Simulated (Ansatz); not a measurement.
# H12CO5: the cost of one run

Method: DFT PBE+D3(BJ), plane waves, PAW, scalar-relativistic, no spin polarisation, in Ansatz 0.2.0.

### 1 The system as given

The cell holds 18 atoms (CH12O5): a = 6.241 Å, b = 6.241 Å, c = 6.241 Å, α = 90.00°, β = 90.00°, γ = 90.00°.

Its coordinates follow in the input file.

### 2 Relaxing the start

File input.yaml:

```yaml
accuracy: low
crystal:
  lattice:
    - [6.241107, 0.0, 0.0]
    - [0.0, 6.241107, 0.0]
    - [0.0, 0.0, 6.241107]
  atoms:
    - { symbol: O, position: [0.4647751, 0.9199932, 0.4575503] }
    - { symbol: H, position: [0.4406983, 0.7793801, 0.3964554] }
    - { symbol: H, position: [0.3834125, 1.0151881, 0.3658858] }
    - { symbol: O, position: [0.8437622, 0.6516139, 0.1556235] }
    - { symbol: H, position: [0.9392453, 0.715386, 0.2600286] }
    - { symbol: H, position: [0.938667, 0.6021409, 0.0432411] }
    - { symbol: O, position: [0.1550823, 0.4713006, 0.6510174] }
    - { symbol: H, position: [0.2215019, 0.6083972, 0.6213983] }
    - { symbol: H, position: [0.2618695, 0.3949485, 0.733789] }
    - { symbol: O, position: [0.6030894, 0.6929509, 0.7975801] }
    - { symbol: H, position: [0.4588969, 0.7446664, 0.8224464] }
    - { symbol: H, position: [0.6931005, 0.8144377, 0.8325557] }
    - { symbol: C, position: [0.0771651, 0.8779898, 0.7646476] }
    - { symbol: O, position: [-0.0257261, 1.067484, 0.8387219] }
    - { symbol: H, position: [-0.044737, 0.7530251, 0.7643909] }
    - { symbol: H, position: [0.0807481, 1.1806982, 0.8399699] }
    - { symbol: H, position: [0.1394787, 0.8954932, 0.6012745] }
    - { symbol: H, position: [0.2083519, 0.8277554, 0.8702255] }
basis:
  ecutwfc: 420.0
kpoints:
  mp_grid: { grid: [1, 1, 1] }
hamiltonian:
  xc: pbe
  dispersion: d3bj
scf:
  occupations: { method: fermi_dirac, width: 0.05 }
  lower_state_search: "off"
relax:
  f_tol: 0.3
  max_steps: 15
  adjacent_minimum: "off"
output:
  write_density: true
  write_potential: true
  elf: true
  volumetric_format: npy
```

Launch:

```console
> ansatz run input.yaml --threads 1 --pin off --max-ram 3072MiB --backend cpu --events-out ev --progress --plain --runs-dir out
```

**Question.** How long does this run take on 1 thread of Arm Neoverse V1, shared host, and how much memory does it need?

About 23 s, with a peak of 0.35 GiB.
